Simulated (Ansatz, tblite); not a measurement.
# C₁₀H₂₁CuS: removing and adding an electron, part 2 of 2

What does removing or adding an electron cost or gain for C₁₀H₂₁CuS? Each charged state is run at several levels.

Ansatz 0.2.0, Gaussian basis; as each input shows. The steps go on from the part before.

## (7) Charge +1 doublet, PBE0-D4/def2-SVP

Input file in.yaml:

```yaml
crystal:
  periodic: [false, false, false]
  atoms:
    - {symbol: C, position_ang: [-5.538109, -0.043146, 1.358421]}
    - {symbol: C, position_ang: [-4.049969, -0.195695, 1.642645]}
    - {symbol: C, position_ang: [-3.184374, 0.216604, 0.445192]}
    - {symbol: C, position_ang: [-1.688471, 0.070049, 0.714551]}
    - {symbol: C, position_ang: [-0.833174, 0.473849, -0.486693]}
    - {symbol: C, position_ang: [0.668320, 0.346840, -0.228872]}
    - {symbol: C, position_ang: [1.507242, 0.725751, -1.449450]}
    - {symbol: C, position_ang: [3.015299, 0.782723, -1.195459]}
    - {symbol: C, position_ang: [3.620680, -0.556743, -0.779862]}
    - {symbol: C, position_ang: [5.134181, -0.498150, -0.589604]}
    - {symbol: S, position_ang: [5.877964, -2.070455, -0.065592]}
    - {symbol: Cu, position_ang: [4.063383, -2.893552, 0.729461]}
    - {symbol: H, position_ang: [-6.137741, -0.346422, 2.232866]}
    - {symbol: H, position_ang: [-5.799744, 1.001152, 1.123678]}
    - {symbol: H, position_ang: [-5.853521, -0.667532, 0.506971]}
    - {symbol: H, position_ang: [-3.766292, 0.414233, 2.519290]}
    - {symbol: H, position_ang: [-3.819639, -1.243258, 1.909595]}
    - {symbol: H, position_ang: [-3.463923, -0.391422, -0.435191]}
    - {symbol: H, position_ang: [-3.411062, 1.264725, 0.175982]}
    - {symbol: H, position_ang: [-1.409046, 0.684551, 1.590623]}
    - {symbol: H, position_ang: [-1.464078, -0.977830, 0.991508]}
    - {symbol: H, position_ang: [-1.064907, 1.516906, -0.768857]}
    - {symbol: H, position_ang: [-1.108223, -0.144366, -1.361194]}
    - {symbol: H, position_ang: [0.884452, -0.694147, 0.082790]}
    - {symbol: H, position_ang: [0.950397, 0.988484, 0.627865]}
    - {symbol: H, position_ang: [1.187870, 1.717987, -1.811413]}
    - {symbol: H, position_ang: [1.295873, 0.023709, -2.277152]}
    - {symbol: H, position_ang: [3.240005, 1.536087, -0.418354]}
    - {symbol: H, position_ang: [3.524261, 1.123948, -2.114522]}
    - {symbol: H, position_ang: [3.164852, -0.880854, 0.189312]}
    - {symbol: H, position_ang: [3.375101, -1.328801, -1.533704]}
    - {symbol: H, position_ang: [5.663110, -0.194593, -1.511278]}
    - {symbol: H, position_ang: [5.419252, 0.239358, 0.186454]}
basis:
  gaussian: {orbitals: def2-SVP, initial_orbitals: start.molden}
total_charge: 1
magnetization: {spin_polarized: true, initial_magnetization: 1}
hamiltonian: {xc: pbe0, dispersion: d4}
scf: {omitted_lower_state_checks: [starts]}
output: {orbitals: {seedname: orbitals}}
```

On the command line:

```
ansatz run in.yaml --threads 4 --pin off --events-out ev --progress --plain --max-ram 6963MiB
```

The log of the run (excerpt; [...] marks lines left out):

```text
Functional definition: PBE0
  name "PBE0"
  cite "Adamo & Barone, J. Chem. Phys. 110, 6158 (1999) doi:10.1063/1.478522"
  cite "Perdew, Burke & Ernzerhof, Phys. Rev. Lett. 77, 3865 (1996) doi:10.1103/PhysRevLett.77.3865"
  parent pbe
[...]
3070 factors; integrals over basis functions are off by at most 1.2e-3 eV
[...]
mean field -66141.81268142 eV, -2430.6667835112 hartree, gradient 2.1e-5 eV, S^2 0.754630; 0 other end points of the search recorded, 0 dependent functions left out
reference -66141.81275654 eV, -2430.6667862720 hartree; 63, 62 occupied and 231, 232 virtual orbitals, 3070 factors
Total energy: -66142.48748971 eV, -2430.6915822585 hartree
Checks for a lower state left out: starts
```

Run time: 54 s. Hardware: 4 threads of Arm Neoverse N1, shared host; peak memory 1.8 GiB.

Report: HOMO -10.72 eV, LUMO -9.39 eV (over both spins); ⟨S²⟩ 0.755 (pure: 0.75).

## (8) Charge +1 doublet, PBE-D4/def2-SVP

in.yaml, as its differences from that of step 7:

```diff
@@ -40,3 +40,3 @@
 magnetization: {spin_polarized: true, initial_magnetization: 1}
-hamiltonian: {xc: pbe0, dispersion: d4}
+hamiltonian: {xc: pbe, dispersion: d4}
 scf: {omitted_lower_state_checks: [starts]}
```

Same command.

The log of the run:

```text
Functional definition: PBE
  name "PBE"
  cite "Perdew, Burke & Ernzerhof, Phys. Rev. Lett. 77, 3865 (1996) doi:10.1103/PhysRevLett.77.3865"
  parent pbe
  parameter kappa = 0.804
  parameter beta = 0.06672455060314922
  exchange = pbe_x(kappa = kappa, mu = beta*pi^2/3)
  correlation = pbe_c(beta = beta)
these checks for a lower state are left out or cut short: starts
3387 factors; their error is unknown
mean field evaluation 1: about -66138.3298 eV, gradient 7.0e0 eV
mean field evaluation 2: about -66138.5986 eV, gradient 6.7e-1 eV
mean field evaluation 4: about -66138.6570 eV, gradient 8.5e-1 eV
mean field evaluation 8: about -66138.4929 eV, gradient 2.4e-4 eV
mean field evaluation 16: about -66138.4929 eV, gradient 4.4e-5 eV
mean field -66138.49291986 eV, -2430.5447845241 hartree, gradient 3.1e-6 eV, S^2 0.752000; 0 other end points of the search recorded, 0 dependent functions left out
reference -66138.49301318 eV, -2430.5447879535 hartree; 63, 62 occupied and 231, 232 virtual orbitals, 3387 factors
Total energy: -66139.28419214 eV, -2430.5738632440 hartree
Checks for a lower state left out: starts
```

Wall time 62 s (4 threads of Arm Neoverse N1, shared host); peak memory 1.6 GiB.

HOMO -9.84 eV, LUMO -9.77 eV (over both spins); ⟨S²⟩ 0.752 (pure: 0.75).

## (9) Adiabatic ionisation energy

Charged state less starting state, singlet to doublet; the starting state's energies are those of its earlier runs.

```tsv
level	adiabatic ionisation energy (eV)	time
PBE-D4/def2-SVP	+7.30	74 s
PBE0-D4/def2-SVP	+7.45	94 s
```

Times add the two runs; a level without a time comes out of a correlated run.

## (10) Charge -1 doublet at the fixed geometry, PBE0-D4/def2-SVP

Input file in.yaml:

```yaml
crystal:
  periodic: [false, false, false]
  atoms:
    - {symbol: C, position_ang: [-5.548865, -0.090550, 1.370142]}
    - {symbol: C, position_ang: [-4.051607, -0.211492, 1.629082]}
    - {symbol: C, position_ang: [-3.195468, 0.225279, 0.442521]}
    - {symbol: C, position_ang: [-1.694992, 0.104543, 0.692631]}
    - {symbol: C, position_ang: [-0.836818, 0.523215, -0.497819]}
    - {symbol: C, position_ang: [0.663229, 0.404344, -0.241571]}
    - {symbol: C, position_ang: [1.516524, 0.783059, -1.450804]}
    - {symbol: C, position_ang: [3.023942, 0.786782, -1.189807]}
    - {symbol: C, position_ang: [3.595712, -0.575452, -0.799633]}
    - {symbol: C, position_ang: [5.107804, -0.569560, -0.609063]}
    - {symbol: S, position_ang: [5.830200, -2.216182, -0.230810]}
    - {symbol: Cu, position_ang: [4.366060, -2.878287, 1.133571]}
    - {symbol: H, position_ang: [-6.141125, -0.413688, 2.240524]}
    - {symbol: H, position_ang: [-5.831023, 0.950857, 1.142707]}
    - {symbol: H, position_ang: [-5.855269, -0.708775, 0.510007]}
    - {symbol: H, position_ang: [-3.776293, 0.390590, 2.514947]}
    - {symbol: H, position_ang: [-3.801625, -1.257032, 1.889034]}
    - {symbol: H, position_ang: [-3.468025, -0.376323, -0.445865]}
    - {symbol: H, position_ang: [-3.440333, 1.272422, 0.180130]}
    - {symbol: H, position_ang: [-1.420675, 0.714746, 1.574526]}
    - {symbol: H, position_ang: [-1.453977, -0.940871, 0.966020]}
    - {symbol: H, position_ang: [-1.079245, 1.566311, -0.777068]}
    - {symbol: H, position_ang: [-1.106564, -0.091785, -1.377625]}
    - {symbol: H, position_ang: [0.890325, -0.631986, 0.070440]}
    - {symbol: H, position_ang: [0.940721, 1.045551, 0.617793]}
    - {symbol: H, position_ang: [1.211233, 1.785866, -1.801582]}
    - {symbol: H, position_ang: [1.291921, 0.090832, -2.284561]}
    - {symbol: H, position_ang: [3.257357, 1.522513, -0.396644]}
    - {symbol: H, position_ang: [3.545359, 1.143329, -2.096757]}
    - {symbol: H, position_ang: [3.138168, -0.926370, 0.150621]}
    - {symbol: H, position_ang: [3.331183, -1.335814, -1.557452]}
    - {symbol: H, position_ang: [5.600110, -0.240117, -1.541977]}
    - {symbol: H, position_ang: [5.392027, 0.154033, 0.174349]}
basis:
  gaussian: {orbitals: def2-SVP}
total_charge: -1
magnetization: {spin_polarized: true, initial_magnetization: 1}
hamiltonian: {xc: pbe0, dispersion: d4}
scf: {omitted_lower_state_checks: [starts]}
output: {orbitals: {seedname: orbitals}}
```

Same command.

The log of the run (excerpt; [...] marks lines left out):

```text
Functional definition: PBE0
  name "PBE0"
  cite "Adamo & Barone, J. Chem. Phys. 110, 6158 (1999) doi:10.1063/1.478522"
  cite "Perdew, Burke & Ernzerhof, Phys. Rev. Lett. 77, 3865 (1996) doi:10.1103/PhysRevLett.77.3865"
  parent pbe
[...]
3070 factors; integrals over basis functions are off by at most 1.2e-3 eV
[...]
mean field -66149.56461547 eV, -2430.9516618331 hartree, gradient 2.8e-5 eV, S^2 0.753133; 0 other end points of the search recorded, 0 dependent functions left out
reference -66149.56467272 eV, -2430.9516639373 hartree; 64, 63 occupied and 230, 231 virtual orbitals, 3070 factors
Total energy: -66150.31263909 eV, -2430.9791511941 hartree
Checks for a lower state left out: starts
```

Wall time 50 s (4 threads of Arm Neoverse N1, shared host); peak memory 2 GiB.

From the report: HOMO 1.26 eV, LUMO 3.47 eV (over both spins); ⟨S²⟩ 0.753 (pure: 0.75). Doubts: highest occupied level lies above zero.

## (11) Charge -1 doublet at the fixed geometry, PBE-D4/def2-SVP

in.yaml, as its differences from that of step 10:

```diff
@@ -37,6 +37,6 @@
 basis:
-  gaussian: {orbitals: def2-SVP}
+  gaussian: {orbitals: def2-SVP, initial_orbitals: start.molden}
 total_charge: -1
 magnetization: {spin_polarized: true, initial_magnetization: 1}
-hamiltonian: {xc: pbe0, dispersion: d4}
+hamiltonian: {xc: pbe, dispersion: d4}
 scf: {omitted_lower_state_checks: [starts]}
```

Same command.

The log of the run:

```text
Functional definition: PBE
  name "PBE"
  cite "Perdew, Burke & Ernzerhof, Phys. Rev. Lett. 77, 3865 (1996) doi:10.1103/PhysRevLett.77.3865"
  parent pbe
  parameter kappa = 0.804
  parameter beta = 0.06672455060314922
  exchange = pbe_x(kappa = kappa, mu = beta*pi^2/3)
  correlation = pbe_c(beta = beta)
these checks for a lower state are left out or cut short: starts
3387 factors; their error is unknown
mean field evaluation 1: about -66146.1224 eV, gradient 7.0e0 eV
mean field evaluation 2: about -66146.3285 eV, gradient 2.8e-1 eV
mean field evaluation 4: about -66146.1294 eV, gradient 3.6e-3 eV
mean field -66146.12934932 eV, -2430.8254181308 hartree, gradient 2.9e-5 eV, S^2 0.751570; 0 other end points of the search recorded, 0 dependent functions left out
reference -66146.12942362 eV, -2430.8254208611 hartree; 64, 63 occupied and 230, 231 virtual orbitals, 3387 factors
Total energy: -66147.00718588 eV, -2430.8576780294 hartree
Checks for a lower state left out: starts
```

Wall time 24 s (4 threads of Arm Neoverse N1, shared host); peak memory 0.7 GiB.

HOMO 1.96 eV, LUMO 2.68 eV (over both spins); ⟨S²⟩ 0.752 (pure: 0.75). Doubts: highest occupied level lies above zero.

## (12) Charge -1 doublet at the fixed geometry, BLYP-D4/def2-SVP

in.yaml, as its differences from that of step 11:

```diff
@@ -40,3 +40,3 @@
 magnetization: {spin_polarized: true, initial_magnetization: 1}
-hamiltonian: {xc: pbe, dispersion: d4}
+hamiltonian: {xc: {name: BLYP}, dispersion: d4}
 scf: {omitted_lower_state_checks: [starts]}
```

Same command.

The log of the run:

```text
Functional definition: BLYP
  name "BLYP"
  cite "Becke, Phys. Rev. A 38, 3098 (1988) doi:10.1103/PhysRevA.38.3098"
  cite "Lee, Yang & Parr, Phys. Rev. B 37, 785 (1988) doi:10.1103/PhysRevB.37.785"
  parameter beta = 0.0042
  parameter a = 0.04918
  parameter b = 0.132
  parameter c = 0.2533
  parameter d = 0.349
  exchange = b88_x(beta = beta)
  correlation = lyp_c(a = a, b = b, c = c, d = d)
these checks for a lower state are left out or cut short: starts
3387 factors; their error is unknown
mean field evaluation 1: about -66167.3792 eV, gradient 8.8e0 eV
mean field evaluation 2: about -66167.7737 eV, gradient 3.9e-1 eV
mean field evaluation 4: about -66167.5729 eV, gradient 9.2e-3 eV
mean field evaluation 8: about -66167.5729 eV, gradient 5.3e-5 eV
mean field -66167.57286979 eV, -2431.6134529730 hartree, gradient 1.6e-5 eV, S^2 0.750969; 0 other end points of the search recorded, 0 dependent functions left out
reference -66167.57344223 eV, -2431.6134740098 hartree; 64, 63 occupied and 230, 231 virtual orbitals, 3387 factors
Total energy: -66169.47601519 eV, -2431.6833922765 hartree
Checks for a lower state left out: starts
```

Wall time 26 s (4 threads of Arm Neoverse N1, shared host); peak memory 0.72 GiB.

HOMO 2.15 eV, LUMO 2.68 eV (over both spins); ⟨S²⟩ 0.751 (pure: 0.75). Doubts: highest occupied level lies above zero.

## (13) Vertical electron affinity

Starting state less charged state (positive: the electron is bound), singlet to doublet; the starting state's energies are those of its earlier runs.

```tsv
level	vertical electron affinity (eV)	time
PBE-D4/def2-SVP	+0.42	36 s
PBE0-D4/def2-SVP	+0.38	90 s
```

Times add the two runs; a level without a time comes out of a correlated run.

Beside −ε(LUMO) of the starting state:

```tsv
level	−ε(LUMO) (eV)	by difference (eV)	mismatch (eV)
PBE-D4/def2-SVP	2.77	0.42	+2.35
PBE0-D4/def2-SVP	1.93	0.38	+1.55
```

## (14) What came out

This closing draws on all 2 parts.

```
                                            quantity                               value
 vertical ionisation energy, functionals in def2-SVP  7.34 (PBE-D4) to 7.52 eV (PBE0-D4)
adiabatic ionisation energy, functionals in def2-SVP  7.30 (PBE-D4) to 7.45 eV (PBE0-D4)
 vertical electron affinity, functionals in def2-SVP  0.38 (PBE0-D4) to 0.42 eV (PBE-D4)
      relaxation of the cation side, PBE-D4/def2-SVP                             0.04 eV
```

**Reading.** The vertical ionisation energy spans 7.34 to 7.52 eV over the functionals. −ε(HOMO) misses the level's own difference by -2.09 eV at best (PBE0-D4) and -3.10 eV at worst (PBE-D4). The adiabatic ionisation energy spans 7.30 to 7.45 eV over the functionals. The vertical electron affinity spans 0.38 to 0.42 eV over the functionals. The anion's highest level lies above zero where self-interaction lifts it, so diffuse functions weigh on these values. −ε(LUMO) misses the level's own difference by +1.55 eV at best (PBE0-D4) and +2.35 eV at worst (PBE-D4). Relaxing the oxidised state gains 0.04 eV at PBE-D4/def2-SVP. The charged states' spins were chosen beforehand and needn't be their lowest.

The anion's highest level is positive in at least one run, so there the basis alone may hold the extra electron.
